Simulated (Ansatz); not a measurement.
**Alloy of AlN and SiC (27 of 48 Al sites, 27 of 48 N sites exchanged), 96 atoms**

How does this alloy cell relax, and what gap do PBEsol and HSE06 give?

Program: Ansatz 0.2.0, PAW, plane waves. These are calculated values, not measurements.

**1. The starting cell**

96 atoms (27 Si, 21 Al, 21 N, 27 C); a = 9.278 Å, b = 10.713 Å, c = 10.039 Å, α = 90.00°, β = 90.00°, γ = 90.00°. All atoms were shaken off their sites by about 0.02 Å along each axis.

The runs, in order: (2) PBEsol cell relaxation at the single k point (¼, ¼, ¼), on 7 threads of Arm Neoverse-V2; (3) HSE06 single point at the Γ point alone, on 7 threads of Arm Neoverse-V2.

**2. PBEsol relaxation of the cell and the positions**

File in.yaml:

```yaml
crystal:
  lattice:
    - [9.277946, 0.000000, 0.000000]
    - [0.000000, 10.713249, 0.000000]
    - [0.000000, 0.000000, 10.038783]
  atoms:
    - { symbol: Si, position: [0.163471, 0.083276, 0.245647] }
    - { symbol: Si, position: [0.996327, 0.331545, 0.246372] }
    - { symbol: Si, position: [0.165852, 0.583951, 0.243237] }
    - { symbol: Si, position: [0.000697, 0.834482, 0.248394] }
    - { symbol: Si, position: [0.996735, 0.832488, 0.748430] }
    - { symbol: Si, position: [0.834544, 0.084188, 0.250692] }
    - { symbol: Si, position: [0.833755, 0.082674, 0.746777] }
    - { symbol: Si, position: [0.664261, 0.331496, 0.749367] }
    - { symbol: Si, position: [0.501435, 0.582729, 0.747441] }
    - { symbol: Si, position: [0.333287, 0.838122, 0.752029] }
    - { symbol: Si, position: [0.835210, 0.582821, 0.250308] }
    - { symbol: Si, position: [0.834192, 0.584453, 0.748832] }
    - { symbol: Si, position: [0.000024, 0.167892, 0.999277] }
    - { symbol: Si, position: [0.332171, 0.166761, 0.497093] }
    - { symbol: Si, position: [0.666423, 0.162773, 0.499710] }
    - { symbol: Si, position: [0.499423, 0.415961, 0.497777] }
    - { symbol: Si, position: [0.334043, 0.665424, 0.500423] }
    - { symbol: Si, position: [0.335856, 0.665807, 0.999307] }
    - { symbol: Si, position: [0.168678, 0.916389, 0.498264] }
    - { symbol: Si, position: [0.165906, 0.915153, 0.999768] }
    - { symbol: Si, position: [0.830738, 0.417597, 0.500129] }
    - { symbol: Si, position: [0.832141, 0.417573, 0.003103] }
    - { symbol: Si, position: [0.666271, 0.665512, 0.497642] }
    - { symbol: Si, position: [0.667430, 0.667957, 0.997097] }
    - { symbol: Si, position: [0.500662, 0.917888, 0.000939] }
    - { symbol: Si, position: [0.833895, 0.916875, 0.498735] }
    - { symbol: Si, position: [0.835003, 0.917862, 0.996123] }
    - { symbol: Al, position: [0.164383, 0.084298, 0.749520] }
    - { symbol: Al, position: [0.002125, 0.335219, 0.748949] }
    - { symbol: Al, position: [0.501491, 0.083370, 0.246745] }
    - { symbol: Al, position: [0.501966, 0.085891, 0.748708] }
    - { symbol: Al, position: [0.331150, 0.331209, 0.252127] }
    - { symbol: Al, position: [0.336091, 0.330779, 0.751056] }
    - { symbol: Al, position: [0.166475, 0.585141, 0.750212] }
    - { symbol: Al, position: [0.667093, 0.334551, 0.247663] }
    - { symbol: Al, position: [0.499549, 0.583794, 0.250931] }
    - { symbol: Al, position: [0.332451, 0.833030, 0.249793] }
    - { symbol: Al, position: [0.668662, 0.835394, 0.252342] }
    - { symbol: Al, position: [0.664215, 0.833469, 0.748037] }
    - { symbol: Al, position: [0.997929, 0.168618, 0.500228] }
    - { symbol: Al, position: [0.330732, 0.167976, 0.003421] }
    - { symbol: Al, position: [0.166570, 0.420016, 0.501939] }
    - { symbol: Al, position: [0.166753, 0.418497, 0.995691] }
    - { symbol: Al, position: [0.000822, 0.666681, 0.499206] }
    - { symbol: Al, position: [0.997656, 0.672137, 0.999710] }
    - { symbol: Al, position: [0.666279, 0.164599, 0.001014] }
    - { symbol: Al, position: [0.501561, 0.418046, 0.001198] }
    - { symbol: Al, position: [0.498547, 0.918485, 0.498558] }
    - { symbol: N, position: [0.999489, 0.167693, 0.191473] }
    - { symbol: N, position: [0.000346, 0.169697, 0.688627] }
    - { symbol: N, position: [0.003462, 0.665893, 0.187920] }
    - { symbol: N, position: [0.496453, 0.417660, 0.685229] }
    - { symbol: N, position: [0.166975, 0.915404, 0.192367] }
    - { symbol: N, position: [0.832804, 0.415494, 0.190626] }
    - { symbol: N, position: [0.829203, 0.417870, 0.688740] }
    - { symbol: N, position: [0.670358, 0.665964, 0.189787] }
    - { symbol: N, position: [0.493579, 0.910617, 0.190982] }
    - { symbol: N, position: [0.498883, 0.916115, 0.690241] }
    - { symbol: N, position: [0.833758, 0.913755, 0.186961] }
    - { symbol: N, position: [0.171243, 0.082634, 0.939273] }
    - { symbol: N, position: [0.499759, 0.083496, 0.441076] }
    - { symbol: N, position: [0.333109, 0.333555, 0.938200] }
    - { symbol: N, position: [0.167507, 0.583374, 0.437436] }
    - { symbol: N, position: [0.167309, 0.580956, 0.939456] }
    - { symbol: N, position: [0.002128, 0.833610, 0.438015] }
    - { symbol: N, position: [0.499628, 0.584278, 0.441673] }
    - { symbol: N, position: [0.335242, 0.834825, 0.439536] }
    - { symbol: N, position: [0.832292, 0.582903, 0.432125] }
    - { symbol: N, position: [0.665345, 0.831582, 0.440454] }
    - { symbol: C, position: [0.336046, 0.164349, 0.191081] }
    - { symbol: C, position: [0.334152, 0.167534, 0.691443] }
    - { symbol: C, position: [0.167499, 0.416091, 0.190026] }
    - { symbol: C, position: [0.165848, 0.418651, 0.684858] }
    - { symbol: C, position: [0.997819, 0.668491, 0.687310] }
    - { symbol: C, position: [0.671267, 0.166742, 0.186713] }
    - { symbol: C, position: [0.673148, 0.167321, 0.689268] }
    - { symbol: C, position: [0.499353, 0.418154, 0.189183] }
    - { symbol: C, position: [0.333550, 0.670505, 0.189474] }
    - { symbol: C, position: [0.331478, 0.665323, 0.687018] }
    - { symbol: C, position: [0.163590, 0.912522, 0.686913] }
    - { symbol: C, position: [0.671897, 0.662029, 0.689213] }
    - { symbol: C, position: [0.833808, 0.919343, 0.690463] }
    - { symbol: C, position: [0.168994, 0.083930, 0.440580] }
    - { symbol: C, position: [0.001346, 0.334120, 0.438152] }
    - { symbol: C, position: [0.001475, 0.337193, 0.938148] }
    - { symbol: C, position: [0.498779, 0.084009, 0.935867] }
    - { symbol: C, position: [0.336028, 0.334574, 0.435545] }
    - { symbol: C, position: [0.999937, 0.833674, 0.938804] }
    - { symbol: C, position: [0.835025, 0.081690, 0.436924] }
    - { symbol: C, position: [0.834079, 0.085026, 0.939983] }
    - { symbol: C, position: [0.666416, 0.335191, 0.440641] }
    - { symbol: C, position: [0.669428, 0.334968, 0.938530] }
    - { symbol: C, position: [0.501595, 0.583072, 0.939189] }
    - { symbol: C, position: [0.337015, 0.834489, 0.939095] }
    - { symbol: C, position: [0.835859, 0.585378, 0.939518] }
    - { symbol: C, position: [0.664145, 0.832639, 0.937805] }
  symmetry: { detect: false }
kpoints:
  mp_grid: { grid: [1, 1, 1], shift: [0.25, 0.25, 0.25] }
hamiltonian:
  xc: pbesol
scf:
  occupations: { method: fermi_dirac, width: 0.01 }
relax:
  f_tol: 0.03
  max_steps: 80
  escape_saddle: false
  adjacent_minimum: "off"
  cell: { fix: [alpha, beta, gamma] }
output:
  forces: true
  eigenvalues: true
  populations: true
```

The run is started by

```
$ ansatz run in.yaml --threads 7 --pin off --max-ram 26600MiB --runs-dir r --events-out ev --progress --plain
```

Further steps of the session: HSE06 on the final geometry.

**Question.** What will these runs give? Wanted: for each run, top filled to lowest empty.

As calculated:

```
             level                     time   k points  top filled to lowest empty (eV)
PBEsol, relaxation  3.5 min (7 CPU threads)  (¼, ¼, ¼)                             2.16
             HSE06  5.7 min (7 CPU threads)          Γ                             2.95
```

| quantity | value |
| --- | --- |
| relaxation | 8 recorded steps, 10.78 eV gained |
| largest shift | 0.22 Å (C96) |
| relaxed cell | a = 9.335 Å, b = 10.728 Å, c = 10.057 Å, α = 90.00°, β = 90.00°, γ = 90.00° |
| mean bonds | Al–C 1.958, Al–N 1.959, C–Si 1.846, N–Si 1.862 Å |

**What this shows.** Relaxation gains 10.78 eV, with shifts up to 0.22 Å (C96), while the volume changes by +0.9 %. The mean lengths of the listed bonds run from C–Si 1.85 Å to Al–N 1.96 Å. The relaxation ran on other k points, so part of any difference from the later rows can come from the mesh. With one k point the spacing samples only the states that fold onto it, so it can exceed the gap over the zone.
